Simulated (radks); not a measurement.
**Fe²⁺ in [Ar] 3d6: an all-electron calculation**

The task here is to estimate one member of a computed series from the others.

Program: radks (a radial shooting solver on a logarithmic mesh, Libxc functionals) version 1. Level of theory: Dirac Kohn-Sham, exchange-only LDA, spin-unpolarised, spherical densities, finite nucleus; open shells fill j = l - 1/2 first. These are calculated values, not measurements, unless marked.

## The atom as given

```
element            : iron (Z = 26)
charge             : +2
electrons          : 24
configuration      : [Ar] 3d6
nuclear rms radius : 3.7377 fm
```

The first run:

Input:

```text
Z 26
configuration [Ar] 3d6
relativity Dirac
functional lda,
spin unpolarised
j_filling energy
nucleus finite rms 3.7377 fm
c 137.035999084
```

One of the session's tables, all rows but one given; the rest of the session is left out.

It belongs to the step «Orbitals and density». Sizes of the orbitals, from the radial functions (bohr):

```
level      <r>  outermost maximum (interpolated)  90 % within  nodes
1s1/2  0.05855                            0.0383        0.105      0
2s1/2        ?                                 ?            ?      ?
2p1/2   0.2337                             0.178        0.384      0
2p3/2   0.2368                             0.181        0.388      0
3s1/2   0.8132                             0.702         1.22      2
3p1/2   0.8533                             0.709         1.32      1
3p3/2   0.8628                             0.716         1.33      1
3d3/2    1.087                             0.707         1.88      0
3d5/2    1.092                             0.710         1.89      0
```

Q: Estimate the row for 2s1/2 from the others.

As computed: <r>: 0.2674; outermost maximum (interpolated): 0.223; 90 % within: 0.415; nodes: 1. In the column «<r>» it lies between 2p3/2 (0.2368) and 3s1/2 (0.8132).

Limits of these values: Spin polarisation and multiplet splitting are left out.
